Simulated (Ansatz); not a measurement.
Task: a relaxed scan of one distance of BH₂IO, SMILES OBI, with Ansatz's Python interface. Give the script and its output. Settings (for the species named): Hartree-Fock, def2-SVP basis, multiplicity 1.

Contents of `bh2io.xyz`:
```text
5

O    -0.81670   -0.87440    0.10520
B     0.32290    0.00350    0.20160
I     0.09520    2.19420    0.33010
H    -0.95120   -0.89840   -0.88430
H     1.39980   -0.49850    0.20610
```

`bh2io_relaxed_scan.py`
```python
"""One bond of BH2IO held at set lengths while the rest relaxes."""

import ansatz as az
import numpy as np

geometry = az.Crystal.molecule_from_extxyz("bh2io.xyz")

job = geometry.calculation().basis(gaussian="def2-SVP").functional("hf")
symbols = [site.symbol for site in geometry.cartesian_sites]
pairs = [(0, 1), (0, 3), (1, 2), (1, 4)]
print("held (A)   E (eV)        ", "  ".join(f"{symbols[i]}{i}-{symbols[j]}{j}" for i, j in pairs))
for length in [0.92, 1.0, 1.08, 1.2, 1.35]:
    report = job.relax(constraints=[az.DistanceConstraint((0, 3), at=length)], force_tolerance=0.02, max_steps=60).run(threads=1).report
    xyz = np.array(report["positions_ang"])
    print(f"{length:6.2f} {report['free_energy_ev']:14.5f}  ", "  ".join(f"{np.linalg.norm(xyz[i] - xyz[j]):.3f}" for i, j in pairs))
```

Running `python bh2io_relaxed_scan.py` prints:
```text
held (A)   E (eV)         O0-B1  O0-H3  B1-I2  B1-H4
DeckWarning: relax.constraints: the input's atoms, or those drawn, lie off the distances that are held; a relaxation that starts there is brought onto them ahead of its first SCF, by positions alone, [...]
  0.92   -10812.79502   1.324  0.920  2.180  1.189
  1.00   -10812.73832   1.324  1.000  2.181  1.189
  1.08   -10812.41041   1.323  1.080  2.182  1.190
  1.20   -10811.66476   1.322  1.200  2.184  1.191
  1.35   -10810.52928   1.323  1.350  2.172  1.194
```
(Warnings from the package without file and line, shortened, repeats left out.)

Caveats:
- Total energies depend on the basis set; only differences at equal settings carry meaning.
- The energies are electronic: no zero-point or thermal terms, and the basis set is short of its limit.
- def2 sets replace the cores of elements past krypton by effective core potentials.
- Finished in 66 s on 1 thread of Arm Neoverse V2, with other jobs on the host, peak memory 0.2 GiB.
